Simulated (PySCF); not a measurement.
# C6H5FN2: magnetic properties

What do calculations give for the magnetic properties of C6H5FN2 (`[H]/N=C\C1=C(F)[C@H]1CC#N`)?

Computed with PySCF 2.14.0 and routines of our own; the level stands in each step. Atoms count from 0.

## Step 1: The starting structure

14 atoms, charge 0, multiplicity 1; geometry from: GFN2-xTB.

## Step 2: Magnetic properties: GIAO wB97X-D/pcSseg-1

Job settings and geometry (Å):

```
{"job": {"kind": "mag", "xc": "wB97X-D", "basis": "pcSseg-1", "isotopologues": 0}, "charge": 0, "multiplicity": 1}
N     -2.591999    -1.985978     1.033615
C     -2.222255    -1.033799     0.521939
C     -1.728195     0.170999    -0.099313
C     -0.549244     0.718331     0.698601
C      0.590740     1.372202     0.014707
F      0.946620     2.456715    -0.636048
C      0.862404     0.173754     0.464536
C      1.769607    -0.922992     0.650651
N      3.000402    -0.933905     0.381729
H     -1.423132    -0.064668    -1.122838
H     -2.540355     0.903535    -0.134186
H     -0.822317     1.038563     1.701156
H      1.338963    -1.828903     1.066674
H      3.368082    -0.064328    -0.003341
```

With the program's defaults for keys left out, this is: GIAO wB97X-D/pcSseg-1 magnetisability, rotational g tensor and spin-rotation constants, non-relativistic, gas phase.

Launch:

```console
OMP_NUM_THREADS=1 python excited_run.py task.json out
```

This one command runs all jobs of the session in turn.

Output:

```text
coarse grid: 12832 points
cycle   1  E = -440.4391741774  dE =  1.917e+00  |g| = 7.777e-01  |ddm| = 3.646e+00
cycle   2  E = -440.3254941875  dE =  1.137e-01  |g| = 1.130e+00  |ddm| = 1.662e+00
cycle   3  E = -440.5867382852  dE = -2.612e-01  |g| = 8.998e-02  |ddm| = 9.040e-01
cycle   4  E = -440.5876986866  dE = -9.604e-04  |g| = 7.326e-02  |ddm| = 1.369e-01
cycle   5  E = -440.5888751132  dE = -1.176e-03  |g| = 1.449e-02  |ddm| = 6.571e-02
cycle   6  E = -440.5889382902  dE = -6.318e-05  |g| = 4.795e-03  |ddm| = 2.727e-02
cycle   7  E = -440.5889465757  dE = -8.285e-06  |g| = 2.337e-03  |ddm| = 9.435e-03
final grid: 127696 points
cycle   8  E = -440.6489543737  dE = -2.302e-04  |g| = 7.661e-03  |ddm| = 5.574e-02
cycle   9  E = -440.6489513602  dE =  3.013e-06  |g| = 9.175e-03  |ddm| = 1.453e-02
cycle  10  E = -440.6489668045  dE = -1.544e-05  |g| = 1.261e-03  |ddm| = 6.579e-03
cycle  11  E = -440.6489670796  dE = -2.751e-07  |g| = 9.217e-04  |ddm| = 1.725e-03
cycle  12  E = -440.6489672576  dE = -1.780e-07  |g| = 1.453e-04  |ddm| = 8.740e-04
cycle  13  E = -440.6489672664  dE = -8.783e-09  |g| = 8.306e-05  |ddm| = 3.034e-04
cycle  14  E = -440.6489672692  dE = -2.722e-09  |g| = 2.988e-05  |ddm| = 1.649e-04
cycle  15  E = -440.6489672695  dE = -3.448e-10  |g| = 1.264e-05  |ddm| = 6.720e-05
converged SCF energy = -440.6489672695

Magnetisability tensor (1e-30 J/T^2)
     -941.82       -5.86      -89.16
       -5.86    -1058.42      -52.85
      -89.16      -52.85    -1132.46
isotropic -1044.23   principal values   -1188.08  -1039.36   -905.26
isotropic susceptibility -62.885 1e-6 cm^3/mol

Inertial axes            a          b          c
rot. const./GHz      2.1568     1.0945     0.7527
chi total           -56.609    -62.291    -69.755
chi diamagnetic    -622.134  -1114.325  -1576.158
chi paramagnetic    565.525   1052.034   1506.403
quadrupole/D A      -11.112     -0.813     11.924
g nuclear            0.5336     0.5208     0.5188
g electronic        -0.5730    -0.5410    -0.5327
g total             -0.0394    -0.0202    -0.0139

Spin-rotation constants (kHz, H = +C I.J)
atom  isotope        aa         bb         cc
  0    14N        0.279      0.138      0.167
  5    19F        2.782      1.846     -0.061
  8    14N        0.740      0.234      0.033
  9     1H       -0.208     -0.141      0.011
 10     1H       -0.196      0.011     -0.083
 11     1H       -0.203     -0.121      0.017
 12     1H        0.035     -0.001     -0.071
 13     1H        0.211     -0.007     -0.095
  1    13C*       0.515      0.242      0.333
  2    13C*       0.313      0.192      0.101
  3    13C*       0.454      0.193      0.082
  4    13C*       1.102      0.298      0.223
  6    13C*       0.732      0.267      0.130
  7    13C*       0.826      0.542      0.135
* in the singly substituted isotopologue
```

It took 42 s on 1 thread of Arm Neoverse V1, shared host; peak memory 0.83 GiB.

In short:

| quantity | value |
| --- | --- |
| magnetisability | -1044·10⁻³⁰ J/T² |
| molar susceptibility | -62.9·10⁻⁶ cm³/mol |
| rotational g (a, b, c) | -0.0394, -0.0202, -0.0139 |

Orbitals, density, ELF and potential are computed afterwards from the orbital file.

Frontier orbitals at wB97X-D/pcSseg-1, with the share of their density that lies nearest to each atom:

| orbital | energy (eV) | lies on |
| --- | --- | --- |
| HOMO | -9.69 | C4, C6 about 25 % each; N8 18 %; H11 7 % |
| LUMO | -0.22 | C4 25 %; N8 24 %; C7 18 % |

ELF in a plane through or near 10 of the atoms.

Values, 10 rows by 14 columns:
```
0.00 0.00 0.00 0.00 0.00 0.00 0.00 0.00 0.00 0.00 0.00 0.00 0.00 0.00
0.00 0.00 0.00 0.00 0.00 0.03 0.09 0.01 0.00 0.00 0.00 0.00 0.00 0.00
0.00 0.00 0.00 0.00 0.10 0.77 0.85 0.28 0.00 0.00 0.00 0.00 0.00 0.00
0.00 0.00 0.00 0.00 0.01 0.25 0.68 0.43 0.07 0.44 0.96 0.04 0.00 0.00
0.00 0.00 0.44 0.92 0.02 0.64 0.86 0.54 0.76 0.93 1.00 0.30 0.00 0.00
0.00 0.00 0.38 0.94 0.58 0.83 0.54 0.40 0.49 0.91 0.40 0.05 0.00 0.00
0.00 0.02 0.79 0.91 0.72 0.44 0.38 0.01 0.49 0.29 0.82 0.36 0.02 0.00
0.00 0.00 0.22 0.51 0.02 0.98 0.98 0.00 0.34 0.79 0.90 0.69 0.02 0.00
0.00 0.00 0.00 0.00 0.00 0.01 0.00 0.00 0.02 0.44 0.61 0.13 0.00 0.00
0.00 0.00 0.00 0.00 0.00 0.00 0.00 0.00 0.00 0.00 0.00 0.00 0.00 0.00
```
The map spans 11.9 Å across and 10.5 Å up, centred on the molecule. Atoms in the plane (x, y in Å): N0 (2.6, -2.1), C1 (2.2, -1.1), C2 (1.7, 0.3), C4 (-0.6, 1.4), F5 (-0.9, 2.6), C7 (-1.8, -1.0), N8 (-3.0, -0.9), H10 (2.5, 1.0), H12 (-1.3, -2.0), H13 (-3.4, 0.1).

On the surface of density 0.002 e/bohr³ the electrostatic potential runs, from the 1st to the 99th percentile, from -1.73 V near N0 to 1.57 V near H13.

## Step 3: Magnetic properties: GIAO OLYP/pcseg-1

Settings changed since step 2:

```diff
@@ -1,2 +1,2 @@
-{"job": {"kind": "mag", "xc": "wB97X-D", "basis": "pcSseg-1", "isotopologues": 0}, "charge": 0, "multiplicity": 1}
+{"job": {"kind": "mag", "xc": "OLYP", "basis": "pcseg-1"}, "charge": 0, "multiplicity": 1}
 N     -2.591999    -1.985978     1.033615
```

With the program's defaults for keys left out, this is: GIAO OLYP/pcseg-1 magnetisability, rotational g tensor and spin-rotation constants, non-relativistic, gas phase.

Output:

```text
coarse grid: 12832 points
cycle   1  E = -440.4869592868  dE =  1.399e+00  |g| = 6.554e-01  |ddm| = 4.335e+00
cycle   2  E = -439.9421973700  dE =  5.448e-01  |g| = 1.597e+00  |ddm| = 2.749e+00
cycle   3  E = -440.5614205543  dE = -6.192e-01  |g| = 3.385e-01  |ddm| = 2.162e+00
cycle   4  E = -440.5892599218  dE = -2.784e-02  |g| = 8.229e-02  |ddm| = 4.098e-01
cycle   5  E = -440.5899491952  dE = -6.893e-04  |g| = 5.253e-02  |ddm| = 1.163e-01
cycle   6  E = -440.5904826778  dE = -5.335e-04  |g| = 2.455e-02  |ddm| = 7.489e-02
cycle   7  E = -440.5906176088  dE = -1.349e-04  |g| = 4.909e-03  |ddm| = 2.802e-02
cycle   8  E = -440.5906225054  dE = -4.897e-06  |g| = 1.648e-03  |ddm| = 6.463e-03
final grid: 127696 points
cycle   9  E = -440.6338834988  dE = -5.576e-05  |g| = 1.201e-02  |ddm| = 5.949e-02
cycle  10  E = -440.6338322789  dE =  5.122e-05  |g| = 2.044e-02  |ddm| = 3.226e-02
cycle  11  E = -440.6339049111  dE = -7.263e-05  |g| = 5.610e-03  |ddm| = 2.238e-02
cycle  12  E = -440.6339121384  dE = -7.227e-06  |g| = 1.263e-03  |ddm| = 6.132e-03
cycle  13  E = -440.6339124840  dE = -3.456e-07  |g| = 2.800e-04  |ddm| = 1.379e-03
cycle  14  E = -440.6339124966  dE = -1.266e-08  |g| = 1.524e-04  |ddm| = 4.023e-04
cycle  15  E = -440.6339125018  dE = -5.191e-09  |g| = 4.958e-05  |ddm| = 2.158e-04
cycle  16  E = -440.6339125024  dE = -6.115e-10  |g| = 1.345e-05  |ddm| = 7.192e-05
converged SCF energy = -440.6339125024

Magnetisability tensor (1e-30 J/T^2)
     -916.67       -1.86      -83.74
       -1.86    -1033.58      -45.51
      -83.74      -45.51    -1093.66
isotropic -1014.64   principal values   -1143.88  -1018.29   -881.75
isotropic susceptibility -61.103 1e-6 cm^3/mol

Inertial axes            a          b          c
rot. const./GHz      2.1568     1.0945     0.7527
chi total           -55.039    -61.039    -67.231
chi diamagnetic    -621.550  -1113.614  -1574.786
chi paramagnetic    566.511   1052.575   1507.556
quadrupole/D A      -10.594     -0.510     11.104
g nuclear            0.5336     0.5208     0.5188
g electronic        -0.5740    -0.5412    -0.5331
g total             -0.0404    -0.0205    -0.0143

Spin-rotation constants (kHz, H = +C I.J)
atom  isotope        aa         bb         cc
  0    14N        0.256      0.126      0.151
  5    19F        2.979      1.945      0.003
  8    14N        0.692      0.210      0.033
  9     1H       -0.207     -0.143      0.014
 10     1H       -0.195      0.013     -0.084
 11     1H       -0.204     -0.122      0.020
 12     1H        0.044     -0.004     -0.072
 13     1H        0.219     -0.007     -0.098
  1    13C*       0.475      0.222      0.301
  2    13C*       0.300      0.185      0.101
  3    13C*       0.445      0.190      0.087
  4    13C*       0.991      0.297      0.213
  6    13C*       0.670      0.259      0.130
  7    13C*       0.793      0.489      0.132
* in the singly substituted isotopologue
```

It took 29 s on 1 thread of Arm Neoverse V1, shared host; peak memory 0.58 GiB.

From this job:

| quantity | value |
| --- | --- |
| magnetisability | -1015·10⁻³⁰ J/T² |
| molar susceptibility | -61.1·10⁻⁶ cm³/mol |
| rotational g (a, b, c) | -0.0404, -0.0205, -0.0143 |

## Step 4: Magnetic properties side by side

| level | ξ (10⁻³⁰ J/T²) | g(a) | g(b) | gap (eV) | functions | time |
| --- | --- | --- | --- | --- | --- | --- |
| GIAO wB97X-D/pcSseg-1 | -1044 | -0.0394 | -0.0202 | 9.46 | 178 | 42 s |
| GIAO OLYP/pcseg-1 | -1015 | -0.0404 | -0.0205 | 3.59 | 151 | 29 s |

## Step 5: What came out

| quantity | value |
| --- | --- |
| magnetisability (step 2, GIAO wB97X-D/pcSseg-1) | -1044·10⁻³⁰ J/T² |
| molar susceptibility (step 2, GIAO wB97X-D/pcSseg-1) | -62.9·10⁻⁶ cm³/mol |
| rotational g (a, b, c) (step 2, GIAO wB97X-D/pcSseg-1) | -0.0394, -0.0202, -0.0139 |
| surface potential, 1st and 99th percentile | -1.73 V and 1.57 V |
| magnetisability over the levels | -1044 to -1015·10⁻³⁰ J/T² |

In words: The magnetisability spreads by 2.9 % over 2 levels, from GIAO wB97X-D/pcSseg-1 (42 s) to GIAO OLYP/pcseg-1 (29 s); the runs took 29 s to 42 s. Two levels can agree by chance, so this spread shows no convergence. Vibrational averaging and real surroundings are missing from these values.
